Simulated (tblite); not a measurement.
# C6H11NSSe: the cost of one run

Computed with tblite 0.8.0 and PySCF 2.14.0, with density-fitted response routines of our own, on a single molecule in the gas phase. Atoms are numbered from 0 throughout.

## Step 1: Starting geometry

20 atoms, charge 0, multiplicity 1; geometry from: force field or distance geometry start.

Bonds of the start (Å): C0–Se1 1.93, Se1–C2 1.93, C2–C3 1.50, C2–C4 1.52, C2–C5 1.52, C5–S6 1.83, C5–C7 1.44, C7–N8 1.15, C0–H9 1.11, C0–H10 1.11, C0–H11 1.10, C3–H12 1.07, C3–H13 1.14, C3–H14 1.10, C4–H15 1.12, C4–H16 1.10, C4–H17 1.09, C5–H18 1.09, S6–H19 1.39.

## Step 2: Optimising the geometry with GFN2-xTB

What the job is given:

```
{"job": {"kind": "relax", "xc": "GFN2-xTB", "basis": "xTB"}, "charge": 0, "multiplicity": 1}
C      2.859200     0.841000    -0.170900
Se     1.241100     0.960200     0.878600
C     -0.122500    -0.157400     0.081500
C      0.483100    -1.182400    -0.838400
C     -0.924400    -0.904700     1.130400
C     -1.044100     0.804400    -0.658000
S     -1.678300     1.933400     0.633300
C     -2.197500     0.115300    -1.188800
N     -3.121000    -0.422200    -1.616900
H      3.643200     0.443200     0.499200
H      3.131900     1.850300    -0.545500
H      2.724500     0.205800    -1.054100
H      0.853600    -0.790200    -1.760900
H      1.386500    -1.609500    -0.293500
H     -0.227600    -2.018300    -0.922400
H     -1.655700    -1.591900     0.635300
H     -0.207900    -1.471000     1.748600
H     -1.532700    -0.195700     1.689000
H     -0.564500     1.384300    -1.444600
H     -3.052000     1.816000     0.785400
```

Started as:

```sh
$ OMP_NUM_THREADS=1 python probes_run.py task.json out
```

One launch serves the whole session: the jobs run in the order shown.

Q: Estimate the wall time and peak memory of this first job on 1 thread of Arm Neoverse V1, shared host.

About 1.7 s, with a peak of 0.18 GiB.
